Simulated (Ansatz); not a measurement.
# CH₇F₂NOSi₂: a ladder of functionals and wavefunction methods

The task here is to estimate one member of a computed series from the others.

Computed with Ansatz 0.2.0, Gaussian basis. Level: functionals in def2-TZVPP, the program's frozen cores in correlated methods.

Plan: PBE-D4, r2SCAN-D4, PBE0-D4, B3LYP-D4, ωB97X-V, ωB97M-V, B2PLYP; CCSD(T)/def2-TZVPP; MP2/def2-QZVPP; extrapolation to the limit.

**The relaxed structure**

All runs share one geometry, relaxed beforehand with PBE0-D4 in a triple-zeta def2 set.

SMILES `CN([SiH2]O)[SiH](F)F`, 14 atoms, charge 0, spin multiplicity 1.

Atoms are counted from 1 here; the program's logs count them from 0.

Bond lengths: C1–N2 1.472 Å, C1–H8 1.093 Å, C1–H9 1.093 Å, C1–H10 1.092 Å, N2–Si3 1.728 Å, N2–Si5 1.695 Å, Si3–O4 1.643 Å, Si3–H11 1.479 Å, Si3–H12 1.484 Å, O4–H13 0.958 Å, Si5–F6 1.589 Å, Si5–F7 1.591 Å, Si5–H14 1.468 Å. Angles: N2–C1–H8 110.2°, N2–C1–H9 111.7°, N2–C1–H10 110.9°, H8–C1–H9 108.1°, H8–C1–H10 107.4°, H9–C1–H10 108.5°, C1–N2–Si3 116.8°, C1–N2–Si5 118.2°, Si3–N2–Si5 124.9°, N2–Si3–O4 113.6°, N2–Si3–H11 109.1°, N2–Si3–H12 105.9°, O4–Si3–H11 103.5°, O4–Si3–H12 111.8°, H11–Si3–H12 113.1°, Si3–O4–H13 118.2°, N2–Si5–F6 110.0°, N2–Si5–F7 111.5° and more.

Set-up of the first run:

in.yaml

```yaml
crystal:
  periodic: [false, false, false]
  atoms:
    - {symbol: C, position_ang: [1.235562, 0.704287, -0.689757]}
    - {symbol: N, position_ang: [0.180871, 0.121128, 0.154835]}
    - {symbol: Si, position_ang: [-1.451366, 0.517353, -0.252323]}
    - {symbol: O, position_ang: [-1.912236, -0.029419, -1.731113]}
    - {symbol: Si, position_ang: [0.640877, -0.955704, 1.380030]}
    - {symbol: F, position_ang: [1.778047, -0.304313, 2.278008]}
    - {symbol: F, position_ang: [1.320044, -2.264287, 0.782379]}
    - {symbol: H, position_ang: [0.938881, 1.700042, -1.029747]}
    - {symbol: H, position_ang: [1.434400, 0.089615, -1.571196]}
    - {symbol: H, position_ang: [2.165921, 0.815222, -0.128681]}
    - {symbol: H, position_ang: [-1.576465, 1.986264, -0.372805]}
    - {symbol: H, position_ang: [-2.290733, -0.051318, 0.831689]}
    - {symbol: H, position_ang: [-1.965357, -0.976483, -1.867887]}
    - {symbol: H, position_ang: [-0.498446, -1.352365, 2.216587]}
basis:
  gaussian: {orbitals: def2-TZVPP}
hamiltonian: {xc: pbe, dispersion: d4}
output: {forces: true, orbitals: {seedname: orbitals}}
```

Launch:

```console
$ ansatz run in.yaml --threads 2 --pin off --events-out ev --progress --plain --max-ram 22528MiB --backend cuda --devices 0, --max-vram 18GiB
```

Among the steps run: PBE-D4 (GGA); r2SCAN-D4 (meta-GGA); PBE0-D4 (hybrid); B3LYP-D4 (hybrid); ωB97X-V (range-separated); ωB97M-V (range-separated); B2PLYP (double hybrid); CCSD(T) in def2-TZVPP; MP2 in def2-QZVPP.

One table of the session follows, with a row left open; its other results are not shown here.

It belongs to the step «Atomisation energies». 

```
            method  atomisation energy (kJ/mol)
            PBE-D4                       5466.5
         r2SCAN-D4                       5415.0
           PBE0-D4                       5369.6
          B3LYP-D4                       5408.0
           ωB97X-V                       5446.0
           ωB97M-V                       5441.4
            B2PLYP                       5364.8
     HF/def2-TZVPP                       3962.4
    MP2/def2-TZVPP                       5406.6
   CCSD/def2-TZVPP                       5211.7
CCSD(T)/def2-TZVPP                       5286.0
           MP2/CBS                            ?
       CCSD(T)/CBS                       5449.2
```

Estimate the missing values for MP2/CBS.

**Answer.** atomisation energy (kJ/mol): 5569.8. In the column «atomisation energy (kJ/mol)» it is the highest.
